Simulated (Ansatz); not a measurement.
Task: a single point from an input written key by key of C3H9ClSi, SMILES CC(C)([SiH3])Cl, with Ansatz's Python interface. Give the script and its output. Settings: MP2, def2-SVP basis, multiplicity 1.

`c3h9clsi.yaml`
```yaml
crystal:
  periodic: [false, false, false]
  atoms:
    - { symbol: C, position_ang: [-1.3063, 0.6178, 0.2811] }
    - { symbol: C, position_ang: [0.0448, 0.2964, -0.2406] }
    - { symbol: C, position_ang: [1.0582, 0.6505, 0.8195] }
    - { symbol: Si, position_ang: [0.2505, -1.4915, -0.8415] }
    - { symbol: Cl, position_ang: [0.3924, 1.3111, -1.7147] }
    - { symbol: H, position_ang: [-1.4147, 1.7362, 0.5511] }
    - { symbol: H, position_ang: [-1.5938, 0.0738, 1.158] }
    - { symbol: H, position_ang: [-2.0877, 0.4971, -0.4953] }
    - { symbol: H, position_ang: [2.1186, 0.4732, 0.5316] }
    - { symbol: H, position_ang: [1.0343, 1.7079, 1.1402] }
    - { symbol: H, position_ang: [0.9261, 0.0576, 1.7648] }
    - { symbol: H, position_ang: [-0.0727, -2.4094, 0.3202] }
    - { symbol: H, position_ang: [1.4913, -1.7742, -1.3663] }
    - { symbol: H, position_ang: [-0.854, -1.7758, -1.8793] }
basis:
  gaussian: { orbitals: def2-SVP }
correlation:
  method: mp2
```

`deck_c3h9clsi.py`:
```python
import ansatz as az


def main() -> None:
    session = az.Session.from_deck("c3h9clsi.yaml")
    report = session.plan(threads=1).execute().report

    for key in ("converged", "free_energy_ev", "reference_energy_ev", "n_frozen", "n_occupied", "n_virtual"):
        print(f"{key:22s} {report[key]}")
    symbols = ["C", "C", "C", "Si", "Cl", "H", "H", "H", "H", "H", "H", "H", "H", "H"]
    print("correlation energy", round(report["free_energy_ev"] - report["reference_energy_ev"], 5), "eV")
    cluster = report["correlation"].get("coupled_cluster")
    if cluster:
        print("cycles", cluster["cycles"], " T1 diagnostic", round(cluster["t1_diagnostic"], 4), " largest double", round(cluster["largest_double"], 4))


if __name__ == "__main__":
    main()
```

```console
$ python deck_c3h9clsi.py
converged              True
free_energy_ev         -23608.976460469512
reference_energy_ev    -23590.57180970103
n_frozen               13
n_occupied             [16, 16]
n_virtual              [94, 94]
correlation energy -18.40465 eV
```

Total energies depend on the basis set; only differences at equal settings carry meaning. The geometry is a force-field or estimated start, not a minimum of this method, and the basis set is short of its limit. Hardware and time: 2.6 s on 1 thread of Arm Neoverse V2, with other jobs on the host, peak memory 0.3 GiB.
